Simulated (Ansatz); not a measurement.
# MgZrH4: the cost of one run

Method: DFT PBE, scalar-relativistic, plane waves, PAW, unless a step names another level, in Ansatz 0.2.0.

7 further runs of the same task are left out: 7 set aside as unsound or not needed.

### 1 The formula and the candidates

Pauling electronegativities: Mg 1.31, Zr 1.33, H 2.20 (spread 0.89). The formula balances with common oxidation states: Zr +2, Mg +2, H -1. Tabulated atomic sizes suggest about 10 Å³/atom. 36 candidates were drawn, by swapping species into database cells of other compounds, at random by space group and Wyckoff sites, or by hand, as the table says:

```
name                 made from  space group no.                   Wyckoff sites  atoms (primitive cell)  V (Å³/atom)
 c01   database cell of SrCaI4               65          Mg 2a; Zr 2c; H 4h, 4i                       6         12.8
 c02  database cell of CeAlNi4              187          Mg 1a; Zr 1e; H 1c, 3k                       6         11.1
 c03                    random              164          Mg 1b; Zr 1a; H 2d, 2c                       6         11.2
 c04                    random              121              Mg 2b; Zr 2a; H 8i                       6         13.4
 c05                    random              123      Mg 1d; Zr 1b; H 1c, 2f, 1a                       6         11.9
 c06                    random              156  Mg 1a; Zr 1c; H 1a, 1b, 1c, 1a                       6         11.5
 c07                    random              160          Mg 3a; Zr 3a; H 9b, 3a                       6         11.2
 c08                    random               81              Mg 1d; Zr 1c; H 4h                       6         10.6
 c09  database cell of GdAlNi4               65          Mg 2b; Zr 2d; H 4i, 4f                       6         10.8
 c10   database cell of DyHoC4              123          Mg 1d; Zr 1a; H 2g, 2h                       6          8.8
 c11   database cell of NdDyC4               12          Mg 2a; Zr 2d; H 4i, 4i                       6          9.2
 c12                    random               47              Mg 1g; Zr 1e; H 4z                       6         12.9
 c13                    random               42          Mg 4a; Zr 4a; H 8b, 8b                       6         13.4
 c14                    random              139          Mg 2b; Zr 2a; H 4d, 4e                       6         11.0
 c15    database cell of VBiO4                5          Mg 2a; Zr 2b; H 4c, 4c                       6         13.4
 c16                    random               71      Mg 2c; Zr 2b; H 4i, 2d, 2a                       6         11.2
 c17                    random              123              Mg 1c; Zr 1b; H 4i                       6         11.0
 c18   database cell of HfNbB4               71              Mg 2c; Zr 2a; H 8l                       6          9.3
 c19                    random              139              Mg 2b; Zr 2a; H 8i                       6         13.0
 c20  database cell of ErFeNi4              187          Mg 1a; Zr 1c; H 1e, 3k                       6         11.5
 c21                    random              123              Mg 1a; Zr 1c; H 4m                       6         10.5
 c22                    random              215              Mg 1b; Zr 1a; H 4e                       6         10.8
 c23                    random              123          Mg 1b; Zr 1a; H 2h, 2e                       6         10.3
 c24                    random              191              Mg 1b; Zr 1a; H 4h                       6         12.5
 c25   database cell of MoWSe4              156  Mg 1a; Zr 1c; H 1c, 1a, 1a, 1c                       6         14.4
 c26   database cell of LiMnF4               12          Mg 2c; Zr 2b; H 4h, 4i                       6          9.8
 c27   database cell of DyYFe4              216             Mg 4c; Zr 4b; H 16e                       6         11.2
 c28                    random              119              Mg 2b; Zr 2a; H 8h                       6         11.6
 c29  database cell of YbCu4Ag              216             Mg 4c; Zr 4a; H 16e                       6         10.2
 c30   database cell of GdDyC4               65          Mg 2c; Zr 2a; H 4i, 4j                       6          8.9
 c31   database cell of HfTiB4              191              Mg 1a; Zr 1b; H 4h                       6          9.2
 c32                    random              123              Mg 1a; Zr 1b; H 4l                       6         12.3
 c33                    random              191          Mg 1a; Zr 1b; H 2c, 2e                       6         13.0
 c34  database cell of CeCdNi4              216             Mg 4b; Zr 4c; H 16e                       6          9.8
 c35  database cell of ErCdCu4              216             Mg 4a; Zr 4d; H 16e                       6         10.0
 c36   database cell of RbFeF4              123          Mg 1a; Zr 1d; H 2h, 2e                       6         10.4
```

### 2 Screening run of c07

Input file input.yaml:

```yaml
crystal:
  lattice:
    - [1.9917483, 1.14993642, 4.88943829]
    - [-1.9917483, 1.14993642, 4.88943829]
    - [0.0, -2.29987283, 4.88943829]
  atoms:
    - { symbol: Mg, position: [0.62950373, 0.62950373, 0.62950373] }
    - { symbol: Zr, position: [0.85677214, 0.85677214, 0.85677214] }
    - { symbol: H, position: [0.34812294, 0.61642056, 0.34812294] }
    - { symbol: H, position: [0.34812294, 0.34812294, 0.61642056] }
    - { symbol: H, position: [0.61642056, 0.34812294, 0.34812294] }
    - { symbol: H, position: [0.32433395, 0.32433395, 0.32433395] }
basis:
  ecutwfc: 420
kpoints:
  mp_grid: { grid: [4, 4, 4] }
hamiltonian:
  xc: pbe
scf:
  occupations: { method: gaussian, width: 0.15 }
  lower_state_search: "off"
output:
  forces: true
  stress: true
  eigenvalues: true
relax:
  adjacent_minimum: "off"
  f_tol: 0.08
  max_steps: 16
  cell: { stress_tol: 0.8 }
```

Launch:

```sh
> ansatz run input.yaml --threads 1 --pin off --max-ram 2560MiB --backend cpu --events-out ev --progress --plain --runs-dir out
```

What time and memory should one allow on 1 thread of Intel Xeon 6975P-C (Granite Rapids), shared host?

About 12 s, with a peak of 0.4 GiB.
